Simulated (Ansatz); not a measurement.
Wanted: the native input for an Ansatz 0.2.0 run.

```
Task                : relaxation of cell and atoms
Functional          : PBE
Dispersion          : D3(BJ)
Potentials or basis : Ansatz PAW
Cutoff              : 420 eV (not typed: the program's choice for these potentials)
k mesh              : 4 × 4 × 4
Occupations         : fermi-dirac, width 0.05 eV
Spin                : collinear spin, ferromagnetic start
Starting moments    : [0.0, 0.0, 3.0, 3.0, 0.0, 0.0, 0.0, 0.0, 0.0] μB
```

The system is CsLiCr2Te2S3.

```
CELL_PARAMETERS angstrom
3.31929 1.91639 6.87982
-3.31929 1.91639 6.87982
0.00000 -3.83279 6.87982
ATOMIC_POSITIONS crystal
Cs 0.00000 0.00000 0.00000
Li 0.50000 0.50000 0.50000
Cr 0.79848 0.79848 0.79848
Cr 0.20152 0.20152 0.20152
Te 0.67990 0.67990 0.67990
Te 0.32010 0.32010 0.32010
S 0.13626 0.86374 0.50000
S 0.50000 0.13626 0.86374
S 0.86374 0.50000 0.13626
```

The cell was built by a generator and needn't be a form met in nature.

These files were run (other wordings do the same):

input.yaml

```yaml
crystal:
  lattice:
    - [3.31929, 1.91639, 6.87982]
    - [-3.31929, 1.91639, 6.87982]
    - [0.0, -3.83279, 6.87982]
  atoms:
    - { symbol: Cs, position: [0.0, 0.0, 0.0] }
    - { symbol: Li, position: [0.5, 0.5, 0.5] }
    - { symbol: Cr, position: [0.79848, 0.79848, 0.79848], spin: 3.0 }
    - { symbol: Cr, position: [0.20152, 0.20152, 0.20152], spin: 3.0 }
    - { symbol: Te, position: [0.6799, 0.6799, 0.6799] }
    - { symbol: Te, position: [0.3201, 0.3201, 0.3201] }
    - { symbol: S, position: [0.13626, 0.86374, 0.5] }
    - { symbol: S, position: [0.5, 0.13626, 0.86374] }
    - { symbol: S, position: [0.86374, 0.5, 0.13626] }
hamiltonian:
  xc: pbe
  pseudopotentials: { kind: paw }
  dispersion: d3bj
magnetization:
  spin_polarized: true
kpoints:
  mp_grid: { grid: [4, 4, 4] }
scf:
  occupations: { method: fermi_dirac, width: 0.05 }
output:
  forces: true
  stress: true
  eigenvalues: true
relax:
  f_tol: 0.01
  max_steps: 40
  cell: { stress_tol: 0.05 }
```

Potentials or basis: Ansatz PAW.

Launch:

```bash
$ ansatz run input.yaml --threads 8 --pin off --max-ram 20480MiB --backend cpu --events-out ev --progress --plain --runs-dir out
```

Results of the run:

```
Relaxed volume                         : 26.12 Å³/atom
Relaxed cell                           : a = 7.368 Å, b = 7.368 Å, c = 7.368 Å, α = 52.80°, β = 52.80°, γ = 52.80°
Space group after relaxing (to 0.05 Å) : R32 (No. 155)
Energy gained by relaxing              : 19.8 meV/atom
Ionic steps                            : 7
Pressure after relaxing                : 0.0 GPa
Largest force after relaxing           : 0.008 eV/Å
Band gap on the k mesh                 : none (metal or under the smearing width)
Net moment                             : 4.00 μB per cell
Absolute moment                        : 5.88 μB per cell
Site moments                           : Cs -0.01; Li +0.01; Cr +2.03; Te -0.14; S -0.05 μB
```

Caveat: the plane-wave basis is chosen anew once the cell has moved, so the energies of steps on either side of that aren't comparable; only a ferromagnetic start was run, and an antiferromagnetic order may lie lower in energy; pairwise dispersion overbinds metals, which lowers pressure and volume.

Wall time 42 s on 8 threads of Intel(R) Xeon(R) 6975P-C (Granite Rapids), with other jobs on the host, peak memory 1.3 GiB.
